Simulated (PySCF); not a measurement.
# C7H4BrFO (4-Bromobenzoyl fluoride (2h)): the cost of one run

Programs: PySCF 2.14.0, with routines of our own; each step states its level. All values are computed. Atoms count from 0.

## 1. The starting structure

14 atoms, charge 0, multiplicity 1; geometry from: GFN2-xTB.

## 2. Relaxing the molecule at PBE0-D3(BJ)/def2-SVP

The job: settings as JSON, then the geometry in Å.

```
{"job": {"xc": "PBE0", "basis": "def2-SVP", "d3": "d3bj", "grid": 1, "maxiter": 30, "shake": 0.01, "kind": "geom"}, "charge": 0, "multiplicity": 1}
O     -3.100580     0.865400     0.213110
C     -2.383820    -0.033190     0.140390
F     -2.911950    -1.297760     0.135750
C     -0.883640    -0.023660     0.050260
C     -0.266440     1.202520     0.033080
C      1.107800     1.271130    -0.040980
C      1.843000     0.080090    -0.110410
Br     3.741810     0.159020    -0.229030
C      1.198630    -1.147400    -0.083160
C     -0.179360    -1.208940    -0.010200
H     -0.861150     2.108960     0.109820
H      1.630830     2.216060    -0.040450
H      1.754480    -2.049120    -0.169730
H     -0.696750    -2.158190    -0.006230
```

Run with:

```
OMP_NUM_THREADS=1 python heavy_run.py task.json out
```

One launch serves the whole session: the jobs run in the order shown.

Q: Estimate the wall time and peak memory of this first job on 1 thread of Arm Neoverse V2, shared host.

About 2.8 min, with a peak of 0.79 GiB.
